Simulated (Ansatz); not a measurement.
# CH6ClSi2 (SMILES C[Si]([SiH3])Cl) at UB3LYP/6-31G(d) (spherical functions)

What is the electronic atomisation energy of CH6ClSi2 at UB3LYP/6-31G* (spherical functions)? 

The calculation is run with Ansatz 0.2.0.

44 further runs of the same task are left out: 44 set aside as unsound or not needed.

## Step 1: The structure to begin with

CH6ClSi2: 10 atoms, total charge 0, spin state doublet. As SMILES, `C[Si]([SiH3])Cl`. Geometry: relaxed at PBE0-D4/def2-TZVP.

Bond lengths: C1–Si2 1.872 Å, Si2–Si3 2.338 Å, Si2–Cl4 2.073 Å, C1–H5 1.093 Å, C1–H6 1.094 Å, C1–H7 1.092 Å, Si3–H8 1.485 Å, Si3–H9 1.490 Å, Si3–H10 1.489 Å. Some angles: C1–Si2–Si3 115.2°, C1–Si2–Cl4 108.2°, Si3–Si2–Cl4 108.6°, Si2–C1–H5 110.0°, Si2–C1–H6 110.4°, Si2–C1–H7 110.6°, Si2–Si3–H8 109.0°, Si2–Si3–H9 112.4°, Si2–Si3–H10 108.4°, H5–C1–H6 108.7°.

## Step 2: The energy at UB3LYP/6-31G(d) (spherical functions)

in.yaml

```yaml
crystal:
  periodic: [false, false, false]
  atoms:
    - symbol: C
      position_ang: [-0.817600, 1.375900, -0.759000]
    - symbol: Si
      position_ang: [-0.393400, -0.447400, -0.745400]
    - symbol: Si
      position_ang: [1.253500, -1.073900, 0.791400]
    - symbol: Cl
      position_ang: [-2.123100, -1.512600, -0.330000]
    - symbol: H
      position_ang: [0.078700, 1.966200, -0.965000]
    - symbol: H
      position_ang: [-1.223500, 1.680800, 0.209700]
    - symbol: H
      position_ang: [-1.561600, 1.592100, -1.528300]
    - symbol: H
      position_ang: [1.490500, -2.535600, 0.676400]
    - symbol: H
      position_ang: [0.871400, -0.750900, 2.195100]
    - symbol: H
      position_ang: [2.508200, -0.345800, 0.457800]
basis:
  gaussian: {orbitals: 6-31G_st_-spherical.json}
magnetization: {spin_polarized: true, initial_magnetization: 1}
hamiltonian: {xc: {name: B3LYP}}
accuracy: high
output: {orbitals: {seedname: orbitals}}
```

The basis set 6-31G* is read from a file made from the Basis Set Exchange's data (not shown).

Command:

```
$ ansatz run in.yaml --threads 1 --pin off --max-ram 3480MiB --events-out events.jsonl --progress --plain --runs-dir runs
```

The log of the run:

```text
Warning: RAYON_NUM_THREADS=1 ignored (pool sized by the plan → 1); use --threads N
Functional definition: B3LYP
  name "B3LYP"
  parameter a0 = 0.2
  parameter ax = 0.72
  parameter ac = 0.81
  exchange = (1 - a0 - ax)*slater_x + ax*b88_x + a0*exact_x
  correlation = (1 - ac)*vwn_rpa_c + ac*lyp_c
1820 factors; integrals over basis functions are off by at most 3.5e-9 eV
mean field evaluation 1: about -29408.4446 eV, gradient 3.0e1 eV
mean field evaluation 2: about -29406.1658 eV, gradient 3.4e1 eV
mean field evaluation 4: about -29412.7645 eV, gradient 1.1e0 eV
mean field evaluation 8: about -29412.9538 eV, gradient 4.5e-2 eV
mean field evaluation 16: about -29412.9538 eV, gradient 1.9e-5 eV
mean field -29412.95378138 eV, -1080.9061146496 hartree, gradient 3.6e-8 eV, S^2 0.751857; 0 other end points of the search recorded, 0 dependent functions left out
reference -29412.95382564 eV, -1080.9061162763 hartree; 29, 28 occupied and 51, 52 virtual orbitals, 1820 factors
Total energy: -29412.95382564 eV, -1080.9061162763 hartree
```

It took 15 s on 1 thread of Arm Neoverse V2, shared host; peak memory 0.43 GiB.

## Step 3: The C atom, same level

molecule.yaml

```yaml
crystal:
  periodic: [false, false, false]
  atoms:
    - {symbol: C, position_ang: [0.000000, 0.000000, 0.000000]}
basis:
  gaussian: {orbitals: 6-31G_st_-spherical.json}
magnetization: {spin_polarized: true, initial_magnetization: 2}
hamiltonian: {xc: {name: B3LYP}}
accuracy: high
```

The basis set 6-31G* is read from a file made from the Basis Set Exchange's data (not shown).

Run the same way, it converges to -37.84469 Eh (log not shown).

## Step 4: The Cl atom

job.yaml

```yaml
crystal:
  periodic: [false, false, false]
  atoms:
    - symbol: Cl
      position_ang: [0.000000, 0.000000, 0.000000]
basis:
  gaussian:
    orbitals: 6-31G_st_-spherical.json
magnetization:
  spin_polarized: true
  initial_magnetization: 1
hamiltonian:
  xc: {name: B3LYP}
accuracy: high
```

The basis set 6-31G* is read from a file made from the Basis Set Exchange's data (not shown).

Run the same way, it converges to -460.13279 Eh (log not shown).

## Step 5: The H atom

run.yaml

```yaml
crystal:
  periodic: [false, false, false]
  atoms:
    - {symbol: H, position_ang: [0.000000, 0.000000, 0.000000]}
basis:
  gaussian:
    orbitals: "6-31G*"
magnetization:
  spin_polarized: true
  initial_magnetization: 1
hamiltonian:
  xc: {name: B3LYP}
accuracy: high
```

Run the same way, it converges to -0.50027 Eh (log not shown).

## Step 6: The Si atom, same level

run.yaml

```yaml
crystal:
  periodic: [false, false, false]
  atoms:
    - symbol: Si
      position_ang: [0.000000, 0.000000, 0.000000]
basis:
  gaussian:
    orbitals: 6-31G_st_-spherical.json
accuracy: high
hamiltonian:
  xc: {name: B3LYP}
magnetization:
  spin_polarized: true
  initial_magnetization: 2
```

The basis set 6-31G* is read from a file made from the Basis Set Exchange's data (not shown).

Run the same way, it converges to -289.36979 Eh (log not shown).

## Step 7: Summary of results

At UB3LYP/6-31G* (spherical functions):

| quantity | value |
| --- | --- |
| molecule: total energy | -1080.90612 Eh |
| molecule: HOMO energy (highest over α and β) | -5.57 eV |
| molecule: LUMO energy (lowest over α and β) | -2.80 eV |
| molecule: ⟨S²⟩ | 0.752 |
| C atom: total energy | -37.84469 Eh |
| C atom: ⟨S²⟩ | 2.002 |
| Cl atom: total energy | -460.13279 Eh |
| Cl atom: ⟨S²⟩ | 0.752 |
| H atom: total energy | -0.50027 Eh |
| H atom: ⟨S²⟩ | 0.750 |
| Si atom: total energy | -289.36979 Eh |
| Si atom: ⟨S²⟩ | 2.002 |
| electronic atomisation energy | 32.311 eV |

What this shows: Taking the molecule apart into free atoms costs 32.31 eV (3118 kJ/mol), before zero-point energy and without spin-orbit coupling.
